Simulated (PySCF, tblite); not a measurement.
# C₄H₁₁FO₂Si₂: geometry, infrared bands and NMR shifts

Wanted: the infrared bands and NMR shifts of C₄H₁₁FO₂Si₂ (`CO[C@@H](F)[SiH2][SiH2]C(C)=O`), by calculation.

Computed with tblite 0.8.0 and PySCF 2.14.0, with density-fitted response routines of our own, on a single molecule in the gas phase. Atoms are numbered from 0 throughout.

## Step 1: The molecule as given

20 atoms, charge 0, multiplicity 1; geometry from: force field or distance geometry start.

Bonds of the start (Å): C0–O1 1.41, O1–C2 1.44, C2–F3 1.37, C2–Si4 1.86, Si4–Si5 2.30, Si5–C6 1.88, C6–C7 1.49, C6–O8 1.22, C0–H9 1.11, C0–H10 1.09, C0–H11 1.09, C2–H12 1.10, Si4–H13 1.49, Si4–H14 1.49, Si5–H15 1.48, Si5–H16 1.50, C7–H17 1.11, C7–H18 1.09, C7–H19 1.09.

## Step 2: Relaxing the molecule with GFN2-xTB

The job: settings as JSON, then the geometry in Å.

```
{"job": {"kind": "relax", "xc": "GFN2-xTB", "basis": "xTB"}, "charge": 0, "multiplicity": 1}
C     -2.213800     0.484400    -1.494000
O     -1.439700    -0.334500    -0.654200
C     -1.530900     0.065600     0.730000
F     -2.855500    -0.047500     1.062400
Si    -0.541000    -0.916400     1.963100
Si     1.582300    -0.973400     1.076300
C      1.751700     0.547500    -0.023100
C      2.302600     0.376400    -1.400500
O      1.385900     1.612300     0.447400
H     -3.287600     0.402700    -1.235400
H     -2.088000     0.145900    -2.525000
H     -1.900600     1.526600    -1.423400
H     -1.285700     1.131800     0.817500
H     -1.038800    -2.312000     2.131100
H     -0.541100    -0.264500     3.307300
H      1.782900    -2.216300     0.291400
H      2.614900    -0.998800     2.165800
H      1.620400    -0.255400    -1.999600
H      2.379900     1.354600    -1.878500
H      3.296900    -0.077600    -1.361700
```

Started as:

```bash
> OMP_NUM_THREADS=1 python probes_run.py task.json out
```

This one command runs all jobs of the session in turn.

**Question.** This job is followed by: GFN2-xTB harmonic vibrations, gas phase; GIAO PBE0/pcSseg-1 NMR shielding, non-relativistic, gas phase. Predict these results of the whole session: strongest single infrared mode (GFN2-xTB); zero-point energy (GFN2-xTB); 13C shifts against TMS (PBE0/pcSseg-1); 1H shifts against TMS (PBE0/pcSseg-1, means over atoms taken as alike); 17O shifts against H2O (PBE0/pcSseg-1); 19F shifts against CFCl3 (PBE0/pcSseg-1); 29Si shifts against TMS (PBE0/pcSseg-1).

The runs gave:

```
                                                              quantity                                         value
                             strongest single infrared mode (GFN2-xTB)                         2213 cm⁻¹, 529 km/mol
                                          zero-point energy (GFN2-xTB)                                 86.8 kcal/mol
                                13C shifts against TMS (PBE0/pcSseg-1)                  247.3, 119.2, 58.0, 44.2 ppm
1H shifts against TMS (PBE0/pcSseg-1, means over atoms taken as alike)  5.48, 4.45, 4.19, 4.04, 3.96, 3.47, 2.57 ppm
                                17O shifts against H2O (PBE0/pcSseg-1)                               810.1, 80.8 ppm
                              19F shifts against CFCl3 (PBE0/pcSseg-1)                                    -181.5 ppm
                               29Si shifts against TMS (PBE0/pcSseg-1)                              -67.8, -91.8 ppm
```

The optimisation took 139 steps and gained 0.413 eV; among the close pairs (by a distance rule), C2–Si4 changed most, from 1.861 to 1.928 Å. The lowest mode is slightly imaginary (3i cm⁻¹), a soft motion within the noise of the Hessian, so the minimum is not strictly shown. The strongest single mode, at 2213 cm⁻¹, moves mainly H14. Unscaled tight-binding wavenumbers are off by several per cent, some by more. Its intensities can rank the bands wrongly. H12 (hydrogen on an sp3 CH bonded to F and O and Si) lies farthest downfield among hydrogen, at 5.48 ppm; its carbon carries F and O, an electronegative neighbour. At PBE0/pcSseg-1: Shielding is most anisotropic at O8 (span 1598 ppm, paramagnetic term -879 ppm).
